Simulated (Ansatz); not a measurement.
# BrH7OSi2: the cost of one run

Computed with Ansatz 0.2.0, Gaussian basis. Level: PBE0-D4, def2-SVP first, then def2-TZVP.

152 further runs of the same task are left out: 152 set aside as unsound or not needed.

### 1 Where the work starts

The guess: 11 atoms, charge 0, spin multiplicity 1.

Atoms are counted from 1 here; the program's logs count them from 0.

Bond lengths: Si1–O3 1.587 Å, Si1–H5 1.460 Å, Si1–H6 1.443 Å, O3–Si4 1.650 Å, Si4–H9 1.460 Å, Si4–H10 1.461 Å, Si4–H11 1.454 Å. Angles: O3–Si1–H5 105.8°, O3–Si1–H6 117.6°, H5–Si1–H6 115.0°, Si1–O3–Si4 160.5°, O3–Si4–H9 102.2°, O3–Si4–H10 103.9°, O3–Si4–H11 108.1°, H9–Si4–H10 113.7°, H9–Si4–H11 113.8°, H10–Si4–H11 113.8°.

Geometry (Å):

```csv
atom,x (Å),y (Å),z (Å)
Si1,0.3185,-0.9181,1.0079
H2,1.5560,0.5169,1.5258
O3,-0.7252,-0.0872,0.1488
Si4,-1.4336,0.6611,-1.1396
H5,-0.2142,-0.9393,2.3676
H6,0.7338,-2.2016,0.4952
H7,2.1727,0.6970,0.8278
Br8,2.4365,-0.2157,-0.9842
H9,-2.2035,1.7210,-0.4951
H10,-2.2607,-0.3829,-1.7393
H11,-0.3804,1.1490,-2.0150
```

Distances that are to change: Si1–Br8 2.99 Å, H2–H7 0.95 Å, Si1–H2 1.96 Å, H7–Br8 2.05 Å.

### 2 Relaxing the guess with the reacting distances held

File hold/in.yaml:

```yaml
crystal:
  periodic: [false, false, false]
  atoms:
    - {symbol: Si, position_ang: [0.318500, -0.918100, 1.007900]}
    - {symbol: H, position_ang: [1.556000, 0.516900, 1.525800]}
    - {symbol: O, position_ang: [-0.725200, -0.087200, 0.148800]}
    - {symbol: Si, position_ang: [-1.433600, 0.661100, -1.139600]}
    - {symbol: H, position_ang: [-0.214200, -0.939300, 2.367600]}
    - {symbol: H, position_ang: [0.733800, -2.201600, 0.495200]}
    - {symbol: H, position_ang: [2.172700, 0.697000, 0.827800]}
    - {symbol: Br, position_ang: [2.436500, -0.215700, -0.984200]}
    - {symbol: H, position_ang: [-2.203500, 1.721000, -0.495100]}
    - {symbol: H, position_ang: [-2.260700, -0.382900, -1.739300]}
    - {symbol: H, position_ang: [-0.380400, 1.149000, -2.015000]}
basis:
  gaussian: {orbitals: def2-SVP}
hamiltonian: {xc: pbe0, dispersion: d4}
relax: {f_tol: 0.04, max_steps: 150, escape_saddle: false, constraints: [{distance: [0, 7]}, {distance: [1, 6]}, {distance: [0, 1]}, {distance: [6, 7]}]}
```

On the command line:

```bash
> ansatz run in.yaml --threads 8 --pin off --events-out ev --progress --plain --max-ram 19148MiB
```

**Question.** How long does this run take on 8 threads of AMD EPYC 7B13, shared host?

About 21 s.
